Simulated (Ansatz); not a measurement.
# C₄H₇B, SMILES C#CBCC: a geometry optimisation

With the Python package of Ansatz (0.2.0).

The cells in order, each with its output:

**Cell 1**
```python
import ansatz as az
import numpy as np

config = {
    'basis': '6-31G*',
    'functional': 'b3lyp',
    'dispersion': 'd3bj',
}
```

**Cell 2**
```python
mol = (
    az.Crystal.molecule()
    .atom('C', (-3.0065, -0.4592, -0.1194))
    .atom('C', (-1.9701, 0.0315, 0.1251))
    .atom('B', (-0.612, 0.6066, 0.439))
    .atom('C', (0.7272, 0.3626, -0.5308))
    .atom('C', (1.7732, -0.4099, 0.1656))
    .atom('H', (-4.011, -0.7925, -0.3584))
    .atom('H', (-0.4001, 1.2407, 1.4423))
    .atom('H', (1.074, 1.3497, -0.8871))
    .atom('H', (0.3207, -0.2175, -1.3667))
    .atom('H', (2.147, 0.1817, 1.0761))
    .atom('H', (2.6043, -0.5619, -0.5003))
    .atom('H', (1.4302, -1.3869, 0.5485))
)
```

**Cell 3**
```python
calculation = mol.calculation()
calculation = calculation.basis(gaussian=config['basis'])
calculation = calculation.functional(config['functional'], dispersion=config['dispersion'])
symbols = [site.symbol for site in mol.cartesian_sites]
start = np.array([site.position_ang for site in mol.cartesian_sites], dtype=float)
def progress(event):
    if event['event'] == 'relax_step':
        row = event['data']
        print(f'step {row["step"]:3d}  E = {row["lagrangian_ev"]:.6f} eV  largest force component {row["allowed_force_max_ev_ang"]:.4f} eV/A')
```

**Cell 4**
```python
report = calculation.relax(force_tolerance=0.01).session().plan().execute(on_event=progress).report
end = np.array(report['positions_ang'])
```
Output:
```text
step   1  E = -4936.788434 eV  largest force component 5.4018 eV/A
step   2  E = -4937.153698 eV  largest force component 1.3177 eV/A
step   3  E = -4937.198630 eV  largest force component 0.3835 eV/A
step   4  E = -4937.203839 eV  largest force component 0.2230 eV/A
step   5  E = -4937.205471 eV  largest force component 0.1563 eV/A
step   6  E = -4937.209416 eV  largest force component 0.0392 eV/A
step   7  E = -4937.209969 eV  largest force component 0.0104 eV/A
step   8  E = -4937.211060 eV  largest force component 0.0825 eV/A
step   9  E = -4937.211836 eV  largest force component 0.2443 eV/A
step  10  E = -4937.213313 eV  largest force component 0.1035 eV/A
step  11  E = -4937.208424 eV  largest force component 0.3699 eV/A
step  12  E = -4937.217077 eV  largest force component 0.1443 eV/A
step  13  E = -4937.217647 eV  largest force component 0.1766 eV/A
step  14  E = -4937.219491 eV  largest force component 0.0869 eV/A
step  15  E = -4937.220364 eV  largest force component 0.0498 eV/A
step  16  E = -4937.221364 eV  largest force component 0.0905 eV/A
step  17  E = -4937.221957 eV  largest force component 0.0894 eV/A
step  18  E = -4937.222136 eV  largest force component 0.0955 eV/A
step  19  E = -4937.222285 eV  largest force component 0.0199 eV/A
step  20  E = -4937.222255 eV  largest force component 0.0454 eV/A
step  21  E = -4937.222328 eV  largest force component 0.0053 eV/A
```

**Cell 5**
```python
print('reference energy %16.6f eV' % report['reference_energy_ev'])
print('total energy     %16.6f eV' % report['free_energy_ev'])
print('occupied orbitals outside the frozen core (up, down):', report['n_occupied'], ' frozen:', report['n_frozen'], ' virtual:', report['n_virtual'])
```
Output:
```text
reference energy     -4936.860844 eV
total energy         -4937.222549 eV
occupied orbitals outside the frozen core (up, down): [18, 18]  frozen: 0  virtual: [71, 71]
```

**Cell 6**
```python
print('final positions (A) and the move of each atom')
for symbol, xyz, old in zip(symbols, end, start):
    print(f'{symbol:2s} {xyz[0]:10.5f} {xyz[1]:10.5f} {xyz[2]:10.5f}   {np.linalg.norm(xyz - old):7.4f}')
with open('c4h7b_opt.xyz', 'w') as handle:
    handle.write(f'{len(symbols)}\nrelaxed C4H7B\n')
    handle.writelines(f'{s:2s} {x:11.6f} {y:11.6f} {z:11.6f}\n' for s, (x, y, z) in zip(symbols, end))
```
Output:
```text
final positions (A) and the move of each atom
C    -3.19136   -0.11068   -0.24564    0.4142
C    -2.03837    0.05909    0.10378    0.0767
B    -0.60152    0.26651    0.53277    0.3529
C     0.59823    0.07913   -0.45991    0.3194
C     1.96208   -0.22307    0.17916    0.2660
H    -4.20588   -0.25782   -0.54326    0.5984
H    -0.39906    0.63312    1.65652    0.6442
H     0.65179    1.05305   -0.98517    0.5252
H     0.36075   -0.64299   -1.25215    0.4425
H     2.21759    0.52654    0.93640    0.3787
H     2.76600   -0.23836   -0.56561    0.3676
H     1.95665   -1.19963    0.67701    0.5734
```

`c4h7b_opt.xyz`, as written:
```text
12
relaxed C4H7B
C    -3.191362   -0.110680   -0.245642
C    -2.038366    0.059087    0.103784
B    -0.601522    0.266507    0.532773
C     0.598233    0.079134   -0.459908
C     1.962083   -0.223068    0.179164
H    -4.205882   -0.257819   -0.543264
H    -0.399062    0.633117    1.656515
H     0.651791    1.053054   -0.985172
H     0.360749   -0.642988   -1.252145
H     2.217595    0.526538    0.936399
H     2.765997   -0.238355   -0.565612
H     1.956646   -1.199627    0.677008
```

Notes:
- These settings explore the input space; basis and method may be short of convergence.
- The end point is the stationary point reached from this start; no frequency run checks that it is a minimum, and the basis set is modest.
- Total less reference energy is the dispersion correction.
- b3lyp holds the VWN-RPA fit, as in Gaussian; the form of ORCA and Turbomole is b3lyp5.
- Run time: 3.3 min on 1 thread of Intel(R) Xeon(R) Platinum 8259CL CPU @ 2.50GHz (Skylake/Cascade Lake), with other jobs on the host, peak memory 0.27 GiB.
